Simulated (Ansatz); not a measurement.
# AuH4NS: taking an electron away

Aim: the vertical ionisation energy of AuH4NS, as cation minus neutral at the neutral's geometry, on several levels, and how well −ε(HOMO) stands in for it.

Computed with Ansatz 0.2.0, Gaussian basis. Level: unrestricted cation, the program's frozen cores in correlated methods.

Plan: UKS PBE-D4/def2-TZVPP; UKS r2SCAN-D4/def2-TZVPP; UKS PBE0-D4/def2-TZVPP; UKS B3LYP-D4/def2-TZVPP; UKS wB97X-V/def2-TZVPP; UKS wB97M-V/def2-TZVPP; UKS B2PLYP/def2-TZVPP; UHF-CCSD(T)/def2-TZVPP; UHF-MP2/def2-QZVPP; extrapolation to the limit; then −ε(HOMO) from the neutral's earlier runs with LDA (SPW92), PBE-D4, revPBE-D4, BLYP-D4, r2SCAN-D4, B97M-V, PBE0-D4, B3LYP-D4, r2SCANh-D4, r2SCAN0-D4, HSE06-D4, BHLYP-D4, CAM-B3LYP-D4, LC-ωPBE, ωB97X-V, ωB97M-V.

## (1) The geometry

All runs share one geometry, relaxed beforehand with PBE0-D4 in a triple-zeta def2 set. Au takes the def2 core potential; no spin-orbit term is included.

SMILES `[NH3+][Au-][SH]`, 7 atoms, charge 0, spin multiplicity 1.

Atoms are counted from 1 here; the program's logs count them from 0.

Bond lengths: N1–Au2 2.126 Å, N1–H4 1.014 Å, N1–H5 1.014 Å, N1–H6 1.014 Å, Au2–S3 2.250 Å, S3–H7 1.345 Å. Angles: Au2–N1–H4 111.2°, Au2–N1–H5 110.6°, Au2–N1–H6 110.9°, H4–N1–H5 108.0°, H4–N1–H6 108.1°, H5–N1–H6 107.9°, N1–Au2–S3 178.3°, Au2–S3–H7 96.7°.

Geometry (Å):

```xyz
7
charge 0, multiplicity 1
N    -1.0429    0.6504   -0.7301
Au    0.3430   -0.3573    0.5286
S     1.7630   -1.4283    1.9065
H    -1.7564    0.0159   -1.0719
H    -0.5695    1.0510   -1.5326
H    -1.5033    1.4039   -0.2312
H     2.8273   -1.4037    1.0848
```

## (2) Cation, UKS PBE-D4/def2-TZVPP

in.yaml

```yaml
crystal:
  periodic: [false, false, false]
  atoms:
    - {symbol: N, position_ang: [-1.042852, 0.650381, -0.730071]}
    - {symbol: Au, position_ang: [0.342966, -0.357314, 0.528642]}
    - {symbol: S, position_ang: [1.762995, -1.428296, 1.906519]}
    - {symbol: H, position_ang: [-1.756407, 0.015908, -1.071857]}
    - {symbol: H, position_ang: [-0.569475, 1.051025, -1.532644]}
    - {symbol: H, position_ang: [-1.503265, 1.403919, -0.231188]}
    - {symbol: H, position_ang: [2.827339, -1.403722, 1.084798]}
basis:
  gaussian: {orbitals: def2-TZVPP}
total_charge: 1
magnetization: {spin_polarized: true, initial_magnetization: 1}
hamiltonian: {xc: pbe, dispersion: d4}
```

Launch:

```bash
$ ansatz run in.yaml --threads 2 --pin off --events-out ev --progress --plain --max-ram 32768MiB --backend cpu
```

The runs that follow: Cation, UKS r2SCAN-D4/def2-TZVPP; Cation, UKS PBE0-D4/def2-TZVPP; Cation, UKS B3LYP-D4/def2-TZVPP; Cation, UKS wB97X-V/def2-TZVPP; Cation, UKS wB97M-V/def2-TZVPP; Cation, UKS B2PLYP (frozen core)/def2-TZVPP; Cation, UHF-CCSD(T)/def2-TZVPP; Cation, UHF-MP2/def2-QZVPP.

**Question.** What will the summary of the whole plan be? Wanted: ionisation energy, CCSD(T)/CBS; nearest functional by difference; nearest −ε(HOMO); −ε(HOMO) of PBE; T1 of the cation.

**Answer**, as computed:

| quantity | value |
| --- | --- |
| ionisation energy, CCSD(T)/CBS | 8.03 eV |
| nearest functional by difference | B3LYP-D4 (-0.20 eV) |
| nearest −ε(HOMO) | ωB97X-V (-0.13 eV) |
| −ε(HOMO) of PBE | 4.54 eV |
| T1 of the cation | 0.020 |

**Reading.** By cation minus neutral, the functionals miss by 0.31 eV at most. The PBE orbital energy is 3.5 eV too small: a semilocal HOMO is no ionisation energy. Among orbital estimates ωB97X-V comes nearest. Hartree-Fock falls 1.42 eV short, as the neutral has more correlation energy than the cation. Correlated methods include outer-core shells of Au, which these sets cover unevenly.
